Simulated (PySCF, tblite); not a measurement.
# C₆H₆ClO₂ radical: geometry, infrared bands and EPR parameters

Aim: predict the infrared bands and EPR parameters of C₆H₆ClO₂ radical (`[H]/[C]=C(\Cl)[C@@H]1O[C@H](C)C1=O`).

The runs use tblite 0.8.0 and PySCF 2.14.0, with density-fitted response routines of our own; the level of theory stands in each step. All values are computed, except where a source is named. Atoms are numbered from 0 throughout.

### 1 Starting geometry

15 atoms, charge 0, multiplicity 2; geometry from: force field or distance geometry start.

Bonds of the start (Å): C0–C1 1.31, C1–Cl2 1.73, C1–C3 1.48, C3–O4 1.47, O4–C5 1.46, C5–C6 1.50, C5–C7 1.53, C7–O8 1.22, C7–C3 1.52, C0–H9 1.07, C3–H10 1.09, C5–H11 1.09, C6–H12 1.09, C6–H13 1.10, C6–H14 1.10.

### 2 Relaxing the molecule with GFN2-xTB

The job: settings as JSON, then the geometry in Å.

```
{"job": {"kind": "relax", "xc": "GFN2-xTB", "basis": "xTB"}, "charge": 0, "multiplicity": 2}
C      2.026200    -1.338200     0.626300
C      1.966200    -0.216500    -0.052300
Cl     3.304400    -0.025300    -1.135800
C      0.972700     0.869100     0.113500
O     -0.030100     0.692700     1.173300
C     -1.157900     0.676800     0.246300
C     -1.938600    -0.605100     0.351700
C     -0.153800     0.784700    -0.898100
O     -0.250000     0.794800    -2.110400
H      2.052200    -2.246300     1.184400
H      1.424000     1.855200     0.182800
H     -1.770200     1.574100     0.366100
H     -2.695000    -0.666300    -0.429100
H     -1.288400    -1.489000     0.272400
H     -2.466200    -0.652500     1.317300
```

Launch:

```bash
$ OMP_NUM_THREADS=1 python probes_run.py task.json out
```

This one command runs all jobs of the session in turn.

**Question.** This job is followed by: GFN2-xTB harmonic vibrations, gas phase; UKS B3LYP, pcH-1 on C Cl H O, non-relativistic, mean-field spin-orbit, GIAO. What will the session give for the following? strongest single infrared mode (GFN2-xTB); zero-point energy (GFN2-xTB); g(iso) (B3LYP); ⟨S²⟩; largest a(iso) (averaged by class); potential on the surface of density 0.002 e/bohr³, 1st and 99th percentile.

The runs gave:

| quantity | value |
| --- | --- |
| strongest single infrared mode (GFN2-xTB) | 1885 cm⁻¹, 376 km/mol |
| zero-point energy (GFN2-xTB) | 64.0 kcal/mol |
| g(iso) (B3LYP) | 2.00169 |
| ⟨S²⟩ | 0.760 (exact 0.75) |
| largest a(iso) (averaged by class) | 13C on C0, 219.2 MHz |
| potential on the surface of density 0.002 e/bohr³, 1st and 99th percentile | -1.35 V and 1.51 V |

The optimisation took 59 steps and gained 0.408 eV; among the close pairs (by a distance rule), C1–Cl2 changed most, from 1.732 to 1.823 Å. All 39 modes are real, so the xTB geometry is a minimum. The strongest single mode, at 1885 cm⁻¹, moves mainly C7 and O8. Unscaled tight-binding wavenumbers are off by several per cent, some by more. Its intensities can rank the bands wrongly. C0 carries the largest spin population, 0.98 e. The isotropic g lies 0.6 ppt below the free-electron value. These values are for one conformer; the search (at its own cheap level) found 2 more, at 0.00, 0.33 kcal/mol (those within 0.05 may be mirror or relabelled copies), and measured spectra average over such forms.
